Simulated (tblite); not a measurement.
# C8H10NP: the cost of one run

Programs: tblite 0.8.0 and PySCF 2.14.0, with density-fitted response routines of our own. Each step states its level of theory. These are calculated values for one molecule in the gas phase, unless marked as measured. Atoms count from 0, in the outputs and in this text.

### 1 Starting geometry

20 atoms, charge 0, multiplicity 1; geometry from: force field or distance geometry start.

Bonds of the start (Å): N0–P1 1.79, P1–C2 1.88, C2–C3 1.49, C3–C4 1.42, C4–C5 1.37, C5–C6 1.37, C6–C7 1.37, C7–C8 1.42, C8–C9 1.48, C9–P1 1.86, C8–C3 1.33, N0–H10 1.05, N0–H11 1.05, C2–H12 1.10, C2–H13 1.10, C4–H14 1.07, C5–H15 1.08, C6–H16 1.09, C7–H17 1.08, C9–H18 1.12, C9–H19 1.11.

### 2 Optimising the geometry with GFN2-xTB

Job settings and geometry (Å):

```
{"job": {"kind": "relax", "xc": "GFN2-xTB", "basis": "xTB"}, "charge": 0, "multiplicity": 1}
N      2.707900     0.102900     1.410900
P      2.273000     0.437400    -0.291600
C      1.243200    -0.951700    -1.026900
C     -0.099900    -0.529000    -0.536200
C     -1.193300    -1.418100    -0.372600
C     -2.418200    -1.025400     0.085000
C     -2.581700     0.295000     0.426700
C     -1.522600     1.152800     0.294200
C     -0.258200     0.744000    -0.192700
C      0.882900     1.665400    -0.350700
H      3.712200    -0.201100     1.433300
H      2.082100    -0.598900     1.877000
H      1.549000    -1.936100    -0.655700
H      1.244600    -0.911100    -2.126800
H     -1.077900    -2.451400    -0.644600
H     -3.205700    -1.762300     0.183900
H     -3.532100     0.663200     0.811900
H     -1.693700     2.178500     0.569200
H      0.927500     2.138300    -1.359700
H      0.955800     2.418400     0.462300
```

The run is started by

```console
$ OMP_NUM_THREADS=1 python probes_run.py task.json out
```

This one command runs all jobs of the session in turn.

Q: Estimate the wall time and peak memory of this first job on 1 thread of Arm Neoverse N1, shared host.

About 1.2 s, with a peak of 0.18 GiB.
